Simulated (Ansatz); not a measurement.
# SiTeF₃ radical: small, medium and large basis sets

Aim: see how fast density functionals converge with the basis set for SiTeF₃ radical.

The runs use Ansatz 0.2.0, Gaussian basis; one geometry, several basis sets.

The runs, in order: PBE0-D4/def2-SVP; ωB97M-V/def2-SVP; PBE0-D4/def2-QZVPP; ωB97M-V/def2-QZVPP; the functionals' def2-TZVPP values are taken from earlier runs.

## (1) Structure used throughout

An earlier PBE0-D4 in a triple-zeta def2 set relaxation fixed the geometry. Te takes the def2 core potential; no spin-orbit term is included.

SMILES `F[Si](F)(F)[Te]`, 5 atoms, charge 0, spin multiplicity 2.

Atoms are counted from 1 here; the program's logs count them from 0.

Bond lengths: F1–Si2 1.576 Å, Si2–F3 1.577 Å, Si2–F4 1.576 Å, Si2–Te5 2.452 Å. Angles: F1–Si2–F3 108.0°, F1–Si2–F4 106.0°, F1–Si2–Te5 113.0°, F3–Si2–F4 108.1°, F3–Si2–Te5 108.7°, F4–Si2–Te5 112.9°.

## (2) PBE0-D4 in def2-SVP

The input, in.yaml:

```yaml
crystal:
  periodic: [false, false, false]
  atoms:
    - {symbol: F, position_ang: [0.044565, -0.014582, 1.633055]}
    - {symbol: Si, position_ang: [0.091204, -0.111335, 0.060637]}
    - {symbol: F, position_ang: [-0.499037, -1.511787, -0.358746]}
    - {symbol: F, position_ang: [1.617735, -0.087588, -0.330712]}
    - {symbol: Te, position_ang: [-1.204667, 1.651691, -1.045734]}
basis:
  gaussian: {orbitals: def2-SVP}
magnetization: {spin_polarized: true, initial_magnetization: 1}
hamiltonian: {xc: pbe0, dispersion: d4}
output: {orbitals: {seedname: orbitals}}
```

The run is started by

```console
> ansatz run in.yaml --threads 4 --pin off --events-out ev --progress --plain --max-ram 10444MiB
```

After this run come: ωB97M-V in def2-SVP; PBE0-D4 in def2-QZVPP; ωB97M-V in def2-QZVPP.

**Question.** What will the summary of the whole plan be? Wanted: PBE0-D4: double and triple zeta above quadruple; ωB97M-V: double and triple zeta above quadruple.

The runs gave:

| quantity | value |
| --- | --- |
| PBE0-D4: double and triple zeta above quadruple | 14.70, 0.79 eV |
| ωB97M-V: double and triple zeta above quadruple | 14.82, 0.74 eV |

**Reading.** For PBE0-D4 the step from double to triple zeta gains 13.92 eV and the next only 0.79 eV. Total energies overstate the basis error of differences, where much of it tends to cancel.
